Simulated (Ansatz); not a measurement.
# As₂H₃ (doublet): wave-function methods side by side at distance As1–As2 = 5.447 Å, cc-pVDZ

An exercise on one series of results from a longer session: the logs are not shown, and one member is left open.

Program: Ansatz 0.2.0, Gaussian basis. Level of theory: cc-pVDZ, core rule «outside noble gas», up to 28 orbitals frozen. These are calculated values, not measurements.

Plan: UHF; CCSD(T) on UHF; BCCD(T) on ROHF; CISD; CCSDT(Q) on ROHF; CCSDT(Q) on UHF; CASSCF and MRCISD+Q, 3 electrons in 3 orbitals; CASSCF and NEVPT2, 3 electrons in 3 orbitals.

34 further runs of the same task are left out: 5 for a known fault of the program, 22 that didn't finish, 7 set aside as unsound or not needed.

### What is computed

The geometry derives from a PBE0/def2-TZVP stationary point (not a proven minimum). One bond is set to the value named and the two fragments are kept rigid. No spin-orbit coupling is included. The filled d shell of As may be among the frozen orbitals whatever the setting's name suggests; the logs give the count.

5 atoms, charge 0, spin multiplicity 2.

Atoms are counted from 1 here; the program's logs count them from 0.

Bond lengths: As1–H3 1.524 Å, As1–H4 1.522 Å, As2–H5 1.528 Å. Angles: H3–As1–H4 92.9°.

Coordinates:

```xyz
5

As    0.4349   -0.1088    2.1284
As    0.2876   -0.2631   -3.3144
H    -0.9055    0.5989    2.2820
H    -0.1890   -1.4886    2.2814
H     0.3720    1.2617   -3.3773
```

The first run:

in.yaml

```yaml
crystal:
  periodic: [false, false, false]
  atoms:
    - {symbol: As, position_ang: [0.434929, -0.108825, 2.128381]}
    - {symbol: As, position_ang: [0.287555, -0.263087, -3.314439]}
    - {symbol: H, position_ang: [-0.905544, 0.598868, 2.281986]}
    - {symbol: H, position_ang: [-0.188955, -1.488622, 2.281413]}
    - {symbol: H, position_ang: [0.372016, 1.261666, -3.377342]}
basis:
  gaussian: {orbitals: cc-pVDZ}
magnetization: {spin_polarized: true, initial_magnetization: 1}
hamiltonian: {xc: hf}
output: {orbitals: {seedname: orbitals}}
```

Command:

```sh
$ ansatz run in.yaml --threads 1 --pin off --events-out ev --progress --plain --max-ram 2393MiB
```

Steps of the session up to this table: UHF; CCSD(T) on UHF; BCCD(T) on ROHF; CISD; CCSDT(Q) on ROHF; CCSDT(Q) on UHF; CASSCF and MRCISD+Q, 3 electrons in 3 orbitals; CASSCF and NEVPT2, 3 electrons in 3 orbitals.

One table of the session follows, with a row left open; its other results are not shown here.

```
       method  from UCCSDT(Q) (kJ/mol)
          UHF                        ?
         UMP2                   +130.7
        UCCSD                    +13.7
     UCCSD(T)                     +2.9
      BCCD(T)                     +4.0
       UCCSDT                     +0.4
    UCCSDT(Q)                        0
  CASSCF pair                   +607.9
  NEVPT2 pair                   +124.6
  MRCISD pair                    +67.9
MRCISD+Q pair                     +3.3
```

Q: Estimate the row for UHF from the others.

The run gave: from UCCSDT(Q) (kJ/mol): +583.3. In the column «from UCCSDT(Q) (kJ/mol)» it lies between UMP2 (+130.7) and CASSCF pair (+607.9).

Not comparable, so not listed: CISD; CCSDT(Q) on ROHF (they don't share determinant, frozen orbitals or solution with the rows shown, or repeat one).

Caveats from the session: The determinant is far from a pure spin state, so its energy mixes those of several spin states (harmless only where they are near-degenerate, as at dissociation). The report flags that the cluster equations may have other roots. The program flags BCCD(T) as in doubt, so those rows may rest on another solution; read them beside their warnings.
